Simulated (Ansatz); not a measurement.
# NaLiICl, space group P4/mmm: a relaxation followed by a look at the electronic structure

Program: the Python package of Ansatz (0.2.0).

`naliicl_pipeline.py`:
```python
# -*- coding: utf-8 -*-
import ansatz as az
import numpy as np


def count_gap(report):
    # lowest empty less highest filled band, counting bands; zero where they overlap
    return max(report.get("gap_by_band_count_ev") or 0.0, 0.0)


def with_settings(crystal, spacing):
    return (
        crystal.calculation()
        .mixing("anderson", ndim=4, beta=0.2)
        .basis(12 * az.Ha, xc_grid=3)
        .occupations("Fixed")
        .functional("r2scan")
        .scf(self_checks="low")
        .kpoints(spacing=spacing)
    )

lattice = az.Lattice.of(
    (4.091636, 0.0, 0.0),
    (0.0, 4.091636, 0.0),
    (0.0, 0.0, 6.215344),
)
sites = [
    ("Na", (0.5, 0.5, 0.5)),
    ("Li", (0.0, 0.0, 0.0)),
    ("I", (0.5, 0.5, 0.0)),
    ("Cl", (0.0, 0.0, 0.5)),
]
crystal = az.Crystal(lattice=lattice)
for symbol, position in sites:
    crystal = crystal.atom(symbol, position)

relaxed = with_settings(crystal, 0.4).relax(cell=True, force_tolerance=0.01, max_steps=40).checkpoint(write="relax.run").run(threads=1, backend="cpu")
cell = np.asarray(relaxed.lattice.cell_ang)
print("relaxed edges (A):", np.linalg.norm(cell, axis=1).round(4), " volume:", round(abs(np.linalg.det(cell)), 3), "A^3")
for site in relaxed.lattice.sites:
    print(" ", site.symbol, np.round(site.position_frac, 4) + 0.0)

final = az.Crystal.from_checkpoint("relax.run")
out = with_settings(final, 0.3).functional("r2scan").stress().band_table().density_of_states(energy_step=0.05).run(threads=1, backend="cpu")
summary = out.report
dos = out.density_of_states()
print(f"pressure at the relaxed cell {np.trace(summary['stress_gpa']) / 3:.3f} GPa, gap by band count {count_gap(summary):.3f} eV")
if count_gap(summary) == 0:
    print("states/eV at the Fermi level:", round(float(np.interp(dos.fermi_ev, dos.energies_ev, dos.spin_summed_g_bin_mean_per_ev)), 3))
```

`python naliicl_pipeline.py` gives:
```text
DeckWarning: basis.ecutwfc = 326.536634951856 eV is below the records' recommended 500 eV, and the density's cutoff is lower with it unless basis.ecutrho_ratio is high enough to keep the records' density cutoff: compare with a run at a higher cutoff
relaxed edges (A): [4.0763 4.0763 6.126 ]  volume: 101.791 A^3
  Na [0.5 0.5 0.5]
  Li [0. 0. 0.]
  I [0.5 0.5 0. ]
  Cl [0.  0.  0.5]
DeckWarning: crystal.checkpoint: the structure is that of relax.run, a `relax` run, at its step 7: its result, under r2scan at a charge of 0 e; 4 atoms read, 0 with a starting moment [...]
pressure at the relaxed cell -0.050 GPa, gap by band count 5.042 eV
```
(Warnings from the package without file and line, shortened.)

The settings weren't tested for convergence. The cutoff lies under the one recommended for these potentials. Along an axis with an odd division the mesh misses the point at one half; a gap read on a finite mesh is an upper bound on this functional's gap. Semilocal gaps usually lie well under measured ones. Under the recommended cutoff a pressure can be off by several GPa, even in sign. The crystal has a gap of about 5.04 eV on the mesh; bins of finite width blur the band edges. This cell is a computed structure, which may not be the phase found in nature. Levels are Kohn-Sham eigenvalues on this mesh, without spin-orbit coupling. Where the second run takes another functional or mesh than the relaxation, its pressure isn't zero; pressure is positive in compression. The computed bands are complete only to about 6.9 eV above the Fermi level; beyond that the density of states is undercounted. By the engine's processor time: 20 s on 1 thread of Intel(R) Xeon(R) Processor @ 2.30GHz, on a shared host, peak memory 0.69 GiB.

(A comment or docstring line of the script was reworded after the run, the code is as it ran.)
